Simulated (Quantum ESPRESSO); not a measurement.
LaMnIn under changes of volume

One of the cells (24.951 Å³/atom); the others are scaled copies at fixed shape and fractional positions:

```xyz
3
Lattice="4.5933 0.0000 0.0000 -2.2967 3.9779 0.0000 0.0000 0.0000 4.0966" Properties=species:S:1:pos:R:3 pbc="T T T"
La    0.0000    0.0000    0.0000
In    0.0000    2.6520    2.0483
Mn    2.2967    1.3260    2.0483
```

The cell comes from a database or a generator and needn't be the stable form of this composition.

- Program: Quantum ESPRESSO 7.5
- Functional: PBE
- Potentials or basis: SSSP 1.3 efficiency PBE
- Cutoff: 884 eV
- Density cutoff: 10612 eV
- k mesh: 7 × 7 × 7
- Occupations: fermi-dirac, width 0.05 eV
- Spin: collinear spin, ferromagnetic start
- Starting moments: [0.0, 0.0, 4.0] μB

```csv
volume (Å³/atom),energy over the lowest point (meV/atom),pressure (GPa),moment (μB per cell)
23.454,?,?,?
23.953,71.20,8.4,3.16
24.452,47.46,6.7,3.17
24.951,28.93,5.1,3.17
25.450,15.13,3.7,3.18
25.949,5.62,2.4,3.19
26.448,0.00,1.2,3.20
```

Task: What does the run at 23.454 Å³/atom give?

Result: Energy over the lowest point 100.65 meV/atom; pressure 10.3 GPa; moment 3.15 μB per cell.

Worked out: A Birch-Murnaghan fit of order 3 (a polynomial in V^(-2/3)) to the other rows has its minimum at 27.01 Å³/atom, just outside them, with B0 = V·E''(V) = 55 GPa and B' = 4.2 at fixed shape and positions, which overstates the stiffness. It gives 100.70 meV/atom at 23.454 Å³/atom, against the run's 100.65, and -dE/dV = 10.5 GPa, against 10.3. A straight line through the other rows of the moment, of slope 0.0155 μB per Å³/atom, extrapolates to 3.15 μB, against the run's 3.15.

Energies are extrapolated to zero smearing.
